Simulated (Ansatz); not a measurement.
# ZnS+ (doublet): the correlation ladder, def2-TZVPP

How much of the correlation energy of ZnS+ (doublet) does each wave-function method recover here?

Computed with Ansatz 0.2.0, Gaussian basis. Level: def2-TZVPP, core rule «outside noble gas», up to 14 orbitals frozen.

Plan: UHF; CCSD(T) on ROHF; CCSD(T) on UHF; CCSDT(Q) on ROHF; CCSDT(Q) on UHF; CASSCF and NEVPT2, 17 electrons in 10 orbitals.

6 further runs of the same task are left out: 6 set aside as unsound or not needed.

### Step 1. What is computed

The geometry is a PBE0/def2-TZVP stationary point (not a proven minimum) of the parent state, kept for this charge and spin.

2 atoms, charge 1, spin multiplicity 2.

Atoms are counted from 1 here; the program's logs count them from 0.

Bond lengths: Zn1–S2 2.255 Å.

As a file:

```
Zn    0.0000    0.0000    0.0000
S     0.0000    0.0000    2.2554
```

### Step 2. UHF

The input, in.yaml:

```yaml
crystal:
  periodic: [false, false, false]
  atoms:
    - {symbol: Zn, position_ang: [0.000000, 0.000000, 0.000000]}
    - {symbol: S, position_ang: [0.000000, 0.000000, 2.255400]}
basis:
  gaussian: {orbitals: def2-TZVPP}
total_charge: 1
magnetization: {spin_polarized: true, initial_magnetization: 1}
hamiltonian: {xc: hf}
output: {orbitals: {seedname: orbitals}}
```

Run with:

```console
$ ansatz run in.yaml --threads 1 --pin off --events-out ev --progress --plain --max-ram 4096MiB --backend cpu
```

The runs that follow: CCSD(T) on ROHF; CCSD(T) on UHF; CCSDT(Q) on ROHF; CCSDT(Q) on UHF; CASSCF and NEVPT2, 17 electrons in 10 orbitals.

**Question.** What will the summary of the whole plan be? Wanted: UCCSDT(Q) below the RHF energy; RMP2 from UCCSDT(Q); UMP2 from UCCSDT(Q); RCCSD from UCCSDT(Q); RCCSD(T) from UCCSDT(Q); UCCSD(T) from UCCSDT(Q); RCCSDT(Q) from UCCSDT(Q); NEVPT2 valence from UCCSDT(Q); T1 diagnostic.

**Answer**, as computed:

| quantity | value |
| --- | --- |
| UCCSDT(Q) below the RHF energy | -16.5780 eV |
| RMP2 from UCCSDT(Q) | -23.9 meV |
| UMP2 from UCCSDT(Q) | +15.9 meV |
| RCCSD from UCCSDT(Q) | +589.4 meV |
| RCCSD(T) from UCCSDT(Q) | +28.0 meV |
| UCCSD(T) from UCCSDT(Q) | +30.9 meV |
| RCCSDT(Q) from UCCSDT(Q) | +6.9 meV |
| NEVPT2 valence from UCCSDT(Q) | +1485.5 meV |
| levels within 1 kcal/mol (43 meV) | RMP2, UMP2, RCCSD(T), UCCSD(T), RCCSDT, UCCSDT, RCCSDT(Q) |
| T1 diagnostic | 0.024 |
| effectively unpaired electrons | 1.04 |

What this shows: RCCSD(T) misses by +28.0 meV, 0.2 % of the correlation energy. One determinant dominates. These misses are within one basis, not against nature; the frozen cores of restricted and unrestricted runs differ, which can shift their rows.
